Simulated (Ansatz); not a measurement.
# Co2SiS2: the cost of one run

Method: DFT, PBE, spin-orbit coupling, plane waves, PAW, in Ansatz 0.2.0.

### Step 1. Geometry

Symmetry: I4/mmm, No. 139, tetragonal system. The conventional cell has a = 3.535 Å, b = 3.535 Å, c = 12.522 Å, α = 90.00°, β = 90.00°, γ = 90.00°. Around Si (site symmetry 4/mmm) lie 8 S at 3.05 Å. Co (site symmetry -4m2) has 4 S at 2.24 Å and 4 Co at 2.50 Å as nearest neighbours. Around S (site symmetry 4mm) lie 4 Co at 2.24 Å.

Its coordinates follow in the input file.

The first density is read from a saved solution for the starting cell.

### Step 2. Relaxing

input.yaml reads:

```yaml
crystal:
  lattice:
    - [0.0, 3.535137, 0.0]
    - [3.535137, 0.0, 0.0]
    - [1.767569, 1.767569, -6.261015]
  atoms:
    - { symbol: Si, position: [0.0, 0.0, 0.0] }
    - { symbol: Co, position: [0.75, 0.25, 0.5], spin: 3, spin_axis: [0.26219, 0.26219, -0.92872] }
    - { symbol: Co, position: [0.25, 0.75, 0.5], spin: 3, spin_axis: [0.26219, 0.26219, -0.92872] }
    - { symbol: S, position: [0.36, 0.36, 0.28] }
    - { symbol: S, position: [0.64, 0.64, 0.72] }
  symmetry: { tolerance: 0.0003 }
kpoints:
  mp_grid: { grid: [5, 5, 5], shift: [0, 0, 0] }
magnetization:
  noncollinear: true
  spin_orbit: true
scf:
  occupations: { method: fermi_dirac }
  lower_state_search: "off"
hamiltonian:
  pseudopotentials: { kind: paw_fr }
  xc: pbe
basis:
  ecutwfc: 420
  fft_grid_basis: typed
relax:
  max_steps: 60
  f_tol: 0.03
output:
  forces: true
  stress: true
  eigenvalues: true
  bader: true
  populations: true
  elf: true
  write_potential: true
  volumetric_format: npy
  dos:
    e_range: [-12, 8]
    de: 0.05
    projected: { site_lists: { Co: [Co], S: [S], Si: [Si] } }
    method: { smearing: { sigma: 0.1, scheme: gaussian } }
  write_density: true
checkpoint:
  read: saved_state
```

Command:

```
$ ansatz run input.yaml --threads 2 --pin off --max-ram 3584MiB --backend cpu --events-out ev --progress --plain --runs-dir out
```

Q: Estimate wall time and peak memory on 2 threads of an Arm CPU, shared host.

About 2.7 min, with a peak of 0.8 GiB.
